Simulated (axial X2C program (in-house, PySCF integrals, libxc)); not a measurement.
**WNa: from the state search to constants**

Aim: find the lowest determinant of WNa, scan the bond at several levels and fit the constants, once spin-free and once with spin–orbit coupling.

The runs use an in-house X2C program for linear molecules on PySCF integrals; all-electron X2C, W dyall-cv3z, Na dyall-cv3z.

All values are calculated.

## 1. Input

task.json

```json
{"zs": [74, 11], "q": 0, "bas": ["dyall-cv3z", "dyall-cv3z"], "levels": ["PBE0", "HF", "B97-3"], "cc": true, "r0": 2.92, "thr": -1.0, "nmax": 90, "npts": 10, "nst": 2, "ntry": 6}
```

Keys: zs atomic numbers; q charge; bas basis sets; levels methods (HF also brings MP2); cc coupled cluster on or off; r0 starting distance in Å; thr threshold in hartree for freezing inner shells (an s shell follows its p shell); nmax most natural virtual spinors; npts points asked for on the curve; nst determinants followed; ntry starts of the search.

Started as:

```sh
> python so2c.py task.json out
```

Spin-free means the one-electron spin-free X2C Hamiltonian; two-component (2c) means X2C with spin–orbit coupling and atomic mean-field two-electron Coulomb and Gaunt terms. Basis: W dyall-cv3z contracted to [13s14p9d7f4g], Na dyall-cv3z contracted to [9s8p5d2f]; Gaussian nuclei, density fitting. Masses: W 183.951 u, Na 22.990 u.

Notation: σ, π±, δ± give the projection m of an orbital's angular momentum (0, ±1, ±2), α and β its spin, Λ and M_S the sums; ω is the projection of a spinor's total angular momentum and Ω the sum. Logs are in hartree.

The results follow Hamiltonian by Hamiltonian and level by level.

## 2. Which state to follow

Determinants are compared with PBE0 at 2.920 Å.

Spin-free determinants:

| ΔE (eV) | state | open shells |
| --- | --- | --- |
| 0.00 | M_S = 5/2, Λ = 0 | beyond closed shells: σα, π+α, π-α, δ+α, δ-α |
| 0.94 | M_S = 7/2, Λ = 0 | beyond closed shells: 3 × σα, π+α, π-α, δ+α, δ-α |
| 1.40 | M_S = 3/2, Λ = 0 | beyond closed shells: σβ, π+α, π-α, δ+α, δ-α |
| 1.55 | M_S = 3/2, Λ = 2 | beyond closed shells: π+α, π-α, δ+α |
| 1.56 | M_S = 5/2, Λ = 1 | beyond closed shells: 2 × σα, π+α, δ+α, δ-α |
| 1.61 | M_S = 5/2, Λ = 2 | beyond closed shells: 2 × σα, π+α, π-α, δ+α |
| 1.62 | M_S = 3/2, Λ = 1 | beyond closed shells: π+α, δ+α, δ-α |

Two-component determinants:

```
ΔE (eV)    state                                        open shells
   0.00  Ω = 5/2                      excess of +ω over −ω: ω = 5/2
   0.95  Ω = 7/2         excess of +ω over −ω: 2 × ω = 1/2, ω = 5/2
   1.24  Ω = 1/2                      excess of +ω over −ω: ω = 1/2
   1.40  Ω = 3/2   excess of +ω over −ω: ω = 1/2, ω = -3/2, ω = 5/2
   1.43  Ω = 3/2        excess of +ω over −ω: 2 × ω = -1/2, ω = 5/2
   1.48  Ω = 1/2  excess of +ω over −ω: ω = -1/2, ω = -3/2, ω = 5/2
   1.81  Ω = 7/2   excess of +ω over −ω: ω = -1/2, ω = 3/2, ω = 5/2
```

## 3. PBE0, spin-free

State followed: M_S = 5/2, Λ = 0 (beyond closed shells: σα, π+α, π-α, δ+α, δ-α). The scan is laid around 2.942 Å, a first estimate of the minimum, and this SCF restarts from the orbitals of the search.

The SCF at the reference distance of 2.942 Å:

```text
spin-free X2C-1e  PBE0
basis functions 257  fitting functions 1216  grid points 5086
iter        total energy     max residual
   1     -16305.762798541     2.33e+00
   2     -16305.912318412     2.21e-03
   3     -16305.912241626     3.37e-03
   4     -16305.912486147     6.13e-04
   5     -16305.912493044     1.88e-04
   6     -16305.912493343     9.67e-05
   7     -16305.912493520     2.63e-05
   8     -16305.912493551     1.27e-05
   9     -16305.912493572     5.82e-06
  10     -16305.912493580     2.69e-06
  11     -16305.912493580     5.95e-07
converged
one-electron -22679.28828903  Coulomb 6569.98350666  exact exchange -84.39396228  xc functional -258.62783788  nuclear repulsion 146.41408895
```

Along the bond, energies from the lowest point:

```
R (Å)  E (eV)  μ (D)  HOMO (eV)  LUMO (eV)  iterations
2.559  0.2396   3.80      -4.22      -1.54          14
2.677  0.1005   3.97      -4.20      -1.56          13
2.765  0.0406   4.09      -4.18      -1.59          13
2.854  0.0095   4.20      -4.17      -1.61          13
2.942  0.0000   4.30      -4.15      -1.64          11
3.045  0.0126   4.39      -4.12      -1.67          13
3.148  0.0417   4.47      -4.10      -1.69          13
3.280  0.0973   4.52      -4.08      -1.72          13
3.442  0.1806   4.52      -4.04      -1.75          13
3.678  0.3125   4.40      -4.00      -1.81          13
```

Dipoles are positive if Na is the positive end.

Outer orbitals at the reference distance:

| symmetry | occupied | ε (eV) | atomic character |
| --- | --- | --- | --- |
| σβ | yes | -33.84 | 100% W f |
| π+β | yes | -33.84 | 100% W f |
| π-β | yes | -33.84 | 100% W f |
| δ+β | yes | -33.82 | 100% W f |
| δ-β | yes | -33.82 | 100% W f |
| φ-β | yes | -33.81 | 100% W f |
| φ+β | yes | -33.81 | 100% W f |
| π-β | yes | -32.07 | 100% Na p |
| π+β | yes | -32.07 | 100% Na p |
| π-α | yes | -32.05 | 100% Na p |
| π+α | yes | -32.05 | 100% Na p |
| σβ | yes | -32.04 | 100% Na p |
| σα | yes | -32.04 | 100% Na p |
| σα | yes | -5.83 | 66% W s, 17% Na s, 13% Na p |
| σα | yes | -4.49 | 93% W d, 2% Na s, 2% W s |
| π-α | yes | -4.46 | 96% W d, 2% Na p |
| π+α | yes | -4.46 | 96% W d, 2% Na p |
| δ+α | yes | -4.39 | 100% W d |
| δ-α | yes | -4.39 | 100% W d |
| σβ | yes | -4.15 | 49% Na s, 39% W s, 5% Na p |
| σα | no | -1.64 | 46% Na s, 35% W p, 12% Na p |
| σβ | no | -1.53 | 45% Na p, 22% Na s, 18% W s |
| π-α | no | -0.67 | 62% W p, 36% Na p |
| π+α | no | -0.67 | 62% W p, 36% Na p |

PBE0 fields in the half plane through the axis: z from -2.4 to 5.1 Å across, distance from the axis 0.15 to 2.25 Å upwards; W lies at z = 0 and Na at z = 2.942 Å; the ELF is damped to zero where the density is low.

log10 density (e/bohr³). Ten even steps from '0' (-4.22 ) to '9' (1.80 ):
```
00111222222222221111110000
01122223333222222211111000
11222333333333222222111100
11223344444333332222221110
12233445554443333333222110
12234456665444334454322111
12334567776544445666432211
22334568986544446787542211
```

ELF. Ten even steps from ' ' (0.00 ) to '@' (0.86 ):
```
      ..::::--------------==++******++==::..        
    ..::----============++**######**++====--..      
  ....----============++++**####++::......::--::    
  ..::--==============++**####++..          ..::..  
  ..::--================++##**..              ..::  
  ..::----==++******++==++**==  ..==**==..    ..::..
  ..::::--==**++--++**====**::  ++@@@@@@++      ..::
  ..::::--++**++--++**++==**....%%@@::@@##..    ..::
```

Re = 2.938 Å, ωe = 175.3 cm⁻¹, Be = 0.09557 cm⁻¹, De = 0.910 eV, μ = 4.29 D.

## 4. HF, spin-free

Output at 2.942 Å:

```text
spin-free X2C-1e  HF
basis functions 257  fitting functions 1216  grid points 5086
iter        total energy     max residual
   1     -16300.466542532     9.94e-01
   2     -16300.511860999     2.17e-02
   3     -16300.515037465     2.63e-02
   4     -16300.518690624     3.29e-03
   5     -16300.520063370     2.69e-03
   6     -16300.521210314     1.66e-03
   7     -16300.521698673     6.69e-04
   8     -16300.521772988     2.62e-04
   9     -16300.521785916     1.05e-04
  10     -16300.521788400     4.87e-05
  11     -16300.521789140     3.80e-05
  12     -16300.521789592     2.42e-05
  13     -16300.521789703     9.19e-06
  14     -16300.521789714     4.64e-06
  15     -16300.521789717     2.26e-06
  16     -16300.521789717     7.45e-07
converged
one-electron -22681.15902721  Coulomb 6572.09712224  exact exchange -337.87397370  xc functional 0.00000000  nuclear repulsion 146.41408895
```

No constants are quoted: too few points lie around the minimum for a second fit to confirm the first.

## 5. B97-3, spin-free

The SCF at the reference distance of 2.942 Å:

```text
spin-free X2C-1e  B97-3
basis functions 257  fitting functions 1216  grid points 5086
iter        total energy     max residual
   1     -16305.739372713     1.03e-01
   2     -16305.740918956     4.02e-03
   3     -16305.740721185     6.55e-03
   4     -16305.741327665     4.12e-04
   5     -16305.741349758     3.31e-04
   6     -16305.741358318     1.47e-04
   7     -16305.741362880     1.50e-04
   8     -16305.741365003     5.13e-05
   9     -16305.741365343     1.98e-05
  10     -16305.741365374     4.27e-06
  11     -16305.741365383     1.08e-06
  12     -16305.741365384     4.83e-07
converged
one-electron -22679.78734115  Coulomb 6570.48203547  exact exchange -90.90355608  xc functional -251.94659257  nuclear repulsion 146.41408895
```

Re = 2.917 Å, ωe = 182.9 cm⁻¹, Be = 0.09694 cm⁻¹, De = 1.46 eV, μ = 4.74 D.

## 6. MP2 and beyond, spin-free

Correlated methods: 7 electrons correlated (frozen shells, counted by type: W 5 s, 4 p, 2 d, 1 f; Na 2 s, 1 p), 337 virtual spinors in MP2, 88 natural virtuals in coupled cluster.

Output of the correlated part at 2.942 Å:

```text
correlated 7  virtual 337  natural virtual 88  E(MP2) -0.091869174  MP2 remainder -0.001350764
iter   CCSD correlation   residual
   1     -0.099082712   1.27e-01
   2     -0.105885787   8.21e-02
   3     -0.109264856   4.69e-02
   4     -0.110592615   2.27e-02
   5     -0.111127883   9.03e-03
   6     -0.111159102   3.98e-03
   7     -0.111185015   1.73e-03
   8     -0.111186457   7.60e-04
   9     -0.111194237   3.61e-04
  10     -0.111195484   1.67e-04
  11     -0.111197336   6.94e-05
  12     -0.111197232   3.23e-05
  13     -0.111197261   1.57e-05
  14     -0.111197037   7.16e-06
  15     -0.111196922   3.46e-06
  16     -0.111196881   1.76e-06
  17     -0.111196867   7.60e-07
(T) -0.005786515  T1 0.1275  D1 0.3285  max T2 0.077
```

T1 in the output is the amplitude norm over the root of the electron number; divide by √2 for the Lee–Taylor value.

MP2: No constants are quoted: the reference is strongly spin-contaminated.

CCSD: Re = 2.926 Å, ωe = 181.7 cm⁻¹, ωexe = 0.919 cm⁻¹, Be = 0.09636 cm⁻¹, De = 0.857 eV. T1 at Re = 0.090 (Lee–Taylor, the printed value over √2).

CCSD(T): Re = 2.903 Å, ωe = 189.6 cm⁻¹, ωexe = 0.9 cm⁻¹, Be = 0.09791 cm⁻¹, De = 0.951 eV. T1 at Re = 0.091 (Lee–Taylor, the printed value over √2).

## 7. A higher determinant, spin-free

State: M_S = 7/2, Λ = 0 (beyond closed shells: 3 × σα, π+α, π-α, δ+α, δ-α).

Output at the reference distance:

```text
spin-free X2C-1e  PBE0
basis functions 257  fitting functions 1216  grid points 5086
iter        total energy     max residual
   1     -16305.711420648     2.36e+00
   2     -16305.878080031     4.31e-03
   3     -16305.878146954     3.14e-03
   4     -16305.878311750     7.11e-04
   5     -16305.878317377     2.07e-04
   6     -16305.878317946     7.05e-05
   7     -16305.878318019     1.58e-05
   8     -16305.878318024     8.13e-06
   9     -16305.878318026     1.23e-06
converged
one-electron -22676.38576162  Coulomb 6567.14403602  exact exchange -84.41106262  xc functional -258.63961876  nuclear repulsion 146.41408895
```

```
R (Å)  E above the lowest PBE0 point (eV)
2.559                               1.363
2.677                               1.172
2.765                               1.068
2.854                               0.990
2.942                               0.930
3.045                               0.882
3.148                               0.848
3.280                               0.823
3.442                               0.809
```

No constants are quoted: the lowest point is the long end of the scan.

## 8. The spin-free curves together

Energy (eV) of the followed determinant, spin-free, from each level's lowest point:

```
R (Å)   PBE0     HF  MP2 (spin-contaminated)   CCSD  CCSD(T)  B97-3
2.559  0.240  0.519                    0.281    n/a      n/a  0.226
2.677  0.101  0.326                    0.131  0.098    0.084  0.090
2.765  0.041  0.222                    0.061  0.037    0.027  0.033
2.854  0.009  0.146                    0.020  0.007    0.001  0.005
2.942  0.000  0.091                    0.001  0.000    0.000  0.000
3.045  0.013  0.047                    0.000  0.015    0.022  0.018
3.148  0.042  0.020                    0.015  0.049    0.062  0.054
3.280  0.097  0.004                    0.049  0.109    0.131  0.119
3.442  0.181  0.000                    0.104    n/a      n/a  0.217
3.678  0.312  0.012                    0.190    n/a      n/a  0.374
```

[end of part 1 of 2]
